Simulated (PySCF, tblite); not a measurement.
**BeBrF₂−, a complex of two parts: NMR shifts, interaction energy, infrared bands, spin-spin couplings and core binding energies**

The task here is to estimate one member of a computed series from the others.

Computed with tblite 0.8.0 and PySCF 2.14.0; each step states its level. No surroundings beyond the atoms listed, unless a continuum is named. Atoms count from 0, parts from 1.

### Starting point

4 atoms, charge -1, multiplicity 1; geometry: rigid parts in contact. Parts: 1 = atoms 0–2, `[F][Be][F]`, charge 0; 2 = atom 3, `[Br-]`, charge -1.

Set-up of the first run:

Job settings and geometry (Å):

```
{"job": {"kind": "dock", "xc": "GFN2-xTB", "basis": "xTB"}, "charge": -1, "multiplicity": 1, "parts": [{"atoms": "0-2", "charge": 0, "multiplicity": 1}, {"atoms": "3-3", "charge": -1, "multiplicity": 1}]}
F     -0.273224     1.047265     0.839165
Be     0.000013     0.000011    -0.000008
F      0.273212    -1.047276    -0.839157
Br    -0.262907    -1.682280     1.981991
```

With the program's defaults for keys left out, this is: GFN2-xTB search for minima from random contacts, gas phase.

Started as:

```sh
OMP_NUM_THREADS=1 python cluster_run.py task.json out
```

One launch serves the whole session: the jobs run in the order shown.

Among the steps run: Docking the parts with GFN2-xTB; Optimising the geometry at PBE0-D3(BJ)/def2-TZVPD; Shielding tensors: PBE0/aug-pcSseg-2; Coupled-cluster interaction energy: CCSD(T) and MP2.

One table of the session follows, with a row left open; its other results are not shown here.

It belongs to the step «Coupled-cluster interaction energy: CCSD(T) and MP2». 

| method | interaction energy (kcal/mol) |
| --- | --- |
| HF/aug-cc-pVDZ | -59.29 |
| MP2/aug-cc-pVDZ | -58.65 |
| CCSD/aug-cc-pVDZ | -59.22 |
| CCSD(T)/aug-cc-pVDZ | -59.13 |
| HF/aug-cc-pVQZ | -59.86 |
| MP2/aug-cc-pVQZ | ? |
| SCS-MP2/aug-cc-pVQZ | -60.72 |
| MP2, extrapolated | -62.03 |
| CCSD(T), limit estimate | -62.51 |

Estimate the missing values for MP2/aug-cc-pVQZ.

**Answer.** interaction energy (kcal/mol): -61.53. In the column «interaction energy (kcal/mol)» it lies between MP2, extrapolated (-62.03) and SCS-MP2/aug-cc-pVQZ (-60.72).

Caveats from the session: The interaction energy leaves out the deformation of the parts, 20.22 kcal/mol at MP2. So large a deformation means that a part is far from its own minimum, so a sum across the two methods would be rough.
